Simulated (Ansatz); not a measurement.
**CH4In radical: functionals against CCSD(T) at one geometry**

One table from this session's results is given with a row withheld; the runs are named, their logs left out.

The runs use Ansatz 0.2.0, Gaussian basis; single points in def2-TZVPP.

Cores are frozen in the correlated methods. Filled d shells of the heavier atoms are correlated. Core potentials replace the inner electrons past krypton, and spin-orbit coupling is left out. Orbitals are unrestricted.

## The starting structure

6 atoms, charge 0, spin multiplicity 2.

Atoms are counted from 1 here; the program's logs count them from 0.

Bond lengths: C1–In2 2.032 Å, C1–H3 1.098 Å, C1–H4 1.209 Å, In2–H5 1.715 Å, In2–H6 1.751 Å. Angles: In2–C1–H3 125.8°, In2–C1–H4 119.5°, H3–C1–H4 114.3°, C1–In2–H5 121.4°, C1–In2–H6 123.6°, H5–In2–H6 114.8°.

Coordinates:

```xyz
6

C    -0.11060   -1.09680    0.03510
In    0.10090    0.92400    0.07150
H    -0.21330   -1.74820    0.91330
H     0.00250   -1.68840   -1.01310
H     0.36430    1.82010   -1.36730
H    -0.10300    1.89430    1.51440
```

The first run:

run/in.yaml reads:

```yaml
crystal:
  periodic: [false, false, false]
  atoms:
    - {symbol: C, position_ang: [-0.110600, -1.096800, 0.035100]}
    - {symbol: In, position_ang: [0.100900, 0.924000, 0.071500]}
    - {symbol: H, position_ang: [-0.213300, -1.748200, 0.913300]}
    - {symbol: H, position_ang: [0.002500, -1.688400, -1.013100]}
    - {symbol: H, position_ang: [0.364300, 1.820100, -1.367300]}
    - {symbol: H, position_ang: [-0.103000, 1.894300, 1.514400]}
basis:
  gaussian: {orbitals: def2-TZVPP}
magnetization: {spin_polarized: true, initial_magnetization: 1}
correlation: {method: ccsd_t}
scf: {omitted_lower_state_checks: [cluster_reference]}
output: {forces: true}
```

The command line of these runs was not kept.

Steps of the session up to this table: CCSD(T)/def2-TZVPP; PBE0-D4/def2-TZVPP; wB97M-V/def2-TZVPP; r2SCAN-D4/def2-TZVPP; PBE-D4/def2-TZVPP; SPW92/def2-TZVPP; revPBE-D4/def2-TZVPP.

One table of the session follows, with a row left open; its other results are not shown here.

```
   method  RMS force component (eV/Å)  angle to CCSD(T) forces (°)  dipole (D)
  CCSD(T)                       1.193                    reference        1.07
  PBE0-D4                       1.185                          2.2        1.15
  wB97M-V                       1.210                          1.6        1.13
r2SCAN-D4                       1.177                          1.1        1.18
   PBE-D4                           ?                            ?           ?
    SPW92                       1.028                          8.4        1.26
revPBE-D4                       1.142                          5.8        1.23
```

Q: Estimate the row for PBE-D4 from the others.

As computed: RMS force component (eV/Å): 1.127; angle to CCSD(T) forces (°): 4.8; dipole (D): 1.23. In the column «RMS force component (eV/Å)» it lies between SPW92 (1.028) and revPBE-D4 (1.142).
